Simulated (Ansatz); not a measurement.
# Cu3SnS4: the cost of one run

Method: DFT PBE, scalar-relativistic, plane waves, PAW, in Ansatz 0.2.0.

### 1 The system as given

It takes space group I-42m (No. 121, tetragonal). Conventional cell: a = 5.418 Å, b = 5.418 Å, c = 10.784 Å, α = 90.00°, β = 90.00°, γ = 90.00°. Around Cu (site symmetry -4) lie 4 S at 2.34 Å. Cu (site symmetry -42m) has 4 S at 2.34 Å as nearest neighbours. Sn (site symmetry -42m) has 4 S at 2.34 Å as nearest neighbours. S (site symmetry m) is surrounded by 3 Cu at 2.34 Å and 1 Sn at 2.34 Å.

Structure file:

```xyz
8
Lattice="-2.7088 2.7088 5.3920 2.7088 -2.7088 5.3920 2.7088 2.7088 -5.3920" Properties=species:S:1:pos:R:3 pbc="T T T"
Cu    0.0000    2.7088    2.6960
Cu    2.7088    0.0000    2.6960
Cu    0.0000    0.0000    5.3920
Sn    0.0000    0.0000    0.0000
S     1.3544    1.3544    1.3480
S    -1.3544    1.3544    4.0440
S     1.3544    1.3544    6.7400
S     1.3544   -1.3544    4.0440
```

The moments start at Cu 1.00 μB.

### 2 First run, at the start cell

File input.yaml:

```yaml
crystal:
  lattice:
    - [-2.70876, 2.70876, 5.392]
    - [2.70876, -2.70876, 5.392]
    - [2.70876, 2.70876, -5.392]
  atoms:
    - { symbol: Cu, position: [0.75, 0.25, 0.5], spin: 1.0 }
    - { symbol: Cu, position: [0.25, 0.75, 0.5], spin: 1.0 }
    - { symbol: Cu, position: [0.5, 0.5, 0.0], spin: 1.0 }
    - { symbol: Sn, position: [0.0, 0.0, 0.0] }
    - { symbol: S, position: [0.375, 0.375, 0.5] }
    - { symbol: S, position: [0.625, 0.125, 0.0] }
    - { symbol: S, position: [0.875, 0.875, 0.5] }
    - { symbol: S, position: [0.125, 0.625, 0.0] }
basis:
  ecutwfc: 420
  ecutrho_ratio: 4
kpoints:
  mp_grid: { grid: [6, 6, 6] }
hamiltonian:
  xc: pbe
scf:
  occupations: { method: gaussian, width: 0.05 }
output:
  forces: true
  stress: true
  eigenvalues: true
  populations: true
magnetization:
  spin_polarized: true
relax:
  f_tol: 0.03
  max_steps: 60
  cell: { stress_tol: 0.3 }
```

Command:

```sh
ansatz run input.yaml --threads 8 --pin off --max-ram 22528MiB --backend cpu --events-out ev --progress --plain --runs-dir out
```

Q: Estimate wall time and peak memory on 8 threads of Intel Xeon Platinum 8375C at 2.90GHz (Ice Lake), shared host.

About 55 s, with a peak of 1.1 GiB.
